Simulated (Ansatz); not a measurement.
**C2H4BrNSi: how energies converge with the basis set**

An exercise on one series of results from a longer session: the logs are not shown, and one member is left open.

The runs use Ansatz 0.2.0, Gaussian basis; one geometry, several basis sets.

Plan: PBE0-D4/def2-SVP; ωB97M-V/def2-SVP; PBE0-D4/def2-QZVPP; ωB97M-V/def2-QZVPP; the functionals' def2-TZVPP values are taken from earlier runs.

## The relaxed structure

An earlier PBE0-D4 in a triple-zeta def2 set relaxation fixed the geometry.

SMILES `Br[SiH2]C1=CN1`, 9 atoms, charge 0, spin multiplicity 1.

Atoms are counted from 1 here; the program's logs count them from 0.

Bond lengths: Br1–Si2 2.223 Å, Si2–C3 1.816 Å, Si2–H6 1.479 Å, Si2–H7 1.479 Å, C3–C4 1.281 Å, C3–N5 1.555 Å, C4–N5 1.451 Å, C4–H8 1.077 Å, N5–H9 1.024 Å. Angles: Br1–Si2–C3 108.4°, Br1–Si2–H6 107.3°, Br1–Si2–H7 108.6°, C3–Si2–H6 110.6°, C3–Si2–H7 109.6°, H6–Si2–H7 112.1°, Si2–C3–C4 160.5°, Si2–C3–N5 138.6°, C4–C3–N5 60.6°, C3–C4–N5 69.1°, C3–C4–H8 152.9°, N5–C4–H8 137.9°, C3–N5–C4 50.3°, C3–N5–H9 107.6°, C4–N5–H9 108.2°.

The first run:

File in.yaml:

```yaml
crystal:
  periodic: [false, false, false]
  atoms:
    - {symbol: Br, position_ang: [-2.623799, 0.992807, -0.619511]}
    - {symbol: Si, position_ang: [-0.956082, 0.714060, 0.823340]}
    - {symbol: C, position_ang: [0.359888, -0.232888, 0.004591]}
    - {symbol: C, position_ang: [1.196984, -1.169821, -0.245052]}
    - {symbol: N, position_ang: [1.424124, -0.027350, -1.110914]}
    - {symbol: H, position_ang: [-0.472273, 2.059115, 1.201141]}
    - {symbol: H, position_ang: [-1.461163, -0.042953, 1.989205]}
    - {symbol: H, position_ang: [1.650502, -2.126736, -0.049717]}
    - {symbol: H, position_ang: [0.970419, -0.212535, -2.010183]}
basis:
  gaussian: {orbitals: def2-SVP}
hamiltonian: {xc: pbe0, dispersion: d4}
output: {orbitals: {seedname: orbitals}}
```

Among the steps run: PBE0-D4 in def2-SVP; ωB97M-V in def2-SVP; PBE0-D4 in def2-QZVPP; ωB97M-V in def2-QZVPP.

One table of the session follows, with a row left open; its other results are not shown here.

It belongs to the step «Density functionals: the series». 

```
functional       basis  HOMO (eV)
   PBE0-D4    def2-SVP      -6.28
   PBE0-D4  def2-TZVPP          ?
   PBE0-D4  def2-QZVPP      -6.49
   ωB97M-V    def2-SVP      -8.54
   ωB97M-V  def2-TZVPP      -8.72
   ωB97M-V  def2-QZVPP      -8.76
```

**Question.** Estimate the row for PBE0-D4, def2-TZVPP.

The run gave: HOMO (eV): -6.45. In the column «HOMO (eV)» it lies between PBE0-D4, def2-QZVPP (-6.49) and PBE0-D4, def2-SVP (-6.28).
